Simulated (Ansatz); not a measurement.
# TaN: further runs on the relaxed cell

An exercise on one series of results from a longer session: the logs are not shown, and one member is left open.

Computed with Ansatz 0.2.0 (DFT r2SCAN, scalar-relativistic, plane waves, PAW, unless a step's input says otherwise).

1 further run of the same task is left out (set aside as unsound or not needed).

**The starting structure**

Symmetry: P-6m2, No. 187, hexagonal system. The conventional cell has a = 2.936 Å, b = 2.936 Å, c = 2.885 Å, α = 90.00°, β = 90.00°, γ = 120.00°. Ta (site symmetry -6m2) is surrounded by 6 N at 2.23 Å. N (site symmetry -6m2) has 6 Ta at 2.23 Å as nearest neighbours.

Structure file:

```cif
data_structure
_symmetry_space_group_name_H-M 'P-6m2'
_symmetry_Int_Tables_number 187
_cell_length_a 2.9362
_cell_length_b 2.9362
_cell_length_c 2.8846
_cell_angle_alpha 90.000
_cell_angle_beta 90.000
_cell_angle_gamma 120.000
_cell_volume 21.54
loop_
_atom_site_label
_atom_site_type_symbol
_atom_site_symmetry_multiplicity
_atom_site_Wyckoff_symbol
_atom_site_fract_x
_atom_site_fract_y
_atom_site_fract_z
_atom_site_occupancy
Ta1 Ta 1 d 0.33333 0.66667 0.50000 1
N1 N 1 a 0.00000 0.00000 0.00000 1
```

It is the result of an earlier relaxation at this level (volume 10.77 Å³/atom; gap on the mesh: none (metal)).

The first run:

input.yaml reads:

```yaml
crystal:
  lattice:
    - [2.9361544246, 0.0, 0.0]
    - [-1.4680772123, 2.5427843212, 0.0]
    - [0.0, 0.0, 2.8846187296]
  atoms:
    - { symbol: Ta, position: [0.3333333333, 0.6666666667, 0.5] }
    - { symbol: "N", position: [0.0, 0.0, 0.0] }
basis:
  ecutwfc: 500
kpoints:
  mp_grid: { grid: [18, 18, 14] }
  band_path:
    path:
      - [[0.0, 0.0, 0.0], [0.5, 0.0, 0.0], [0.33333333, 0.33333333, 0.0], [0.0, 0.0, 0.0], [0.0, 0.0, 0.5], [0.5, 0.0, 0.5], [0.33333333, 0.33333333, 0.5], [0.0, 0.0, 0.5]]
      - [[0.5, 0.0, 0.5], [0.5, 0.0, 0.0]]
      - [[0.33333333, 0.33333333, 0.5], [0.33333333, 0.33333333, 0.0]]
    npoints: 14
hamiltonian:
  xc: r2scan
scf:
  occupations: { method: gaussian, width: 0.1 }
  n_extra_bands: 6
output:
  forces: true
  stress: true
  eigenvalues: true
  populations: true
  dos: { projected: true, de: 0.02, nscf_kmesh: { grid: [27, 27, 21] } }
  bader: true
```

The run is started by

```
$ ansatz run input.yaml --threads 1 --pin off --max-ram 2560MiB --backend cpu --events-out ev --progress --plain --runs-dir out
```

Among the steps run: Electronic structure at the relaxed geometry; Point at V/V0 = 0.97; Volume × 1.03; Point at V/V0 = 0.94; Point at V/V0 = 1.06.

One table of the session follows, with a row left open; its other results are not shown here.

It belongs to the step «Fit of the equation of state». 

| volume (Å³/atom) | energy above the lowest point (meV/atom) | pressure (GPa) |
| --- | --- | --- |
| 10.122 | 48.3 | 25.33 |
| 10.445 | ? | ? |
| 10.768 | 0.0 | -0.02 |
| 11.091 | 10.4 | -9.98 |
| 11.414 | 39.3 | -18.48 |

Q: Estimate the row for volume (Å³/atom) = 10.445 from the others.

Worked estimate for «energy above the lowest point (meV/atom)». A straight line through the neighbours (10.122, 48.3) and (10.768, 0.0) gives 48.3 + (0.0 − 48.3) × (10.445 − 10.122) / (10.768 − 10.122) = 24.1; a parabola fitted to 3 rows on both sides gives 12.6.

**Answer.** energy above the lowest point (meV/atom): 11.4; pressure (GPa): 11.65. In «energy above the lowest point (meV/atom)» the line misses by +12.7 and the parabola by +1.2.
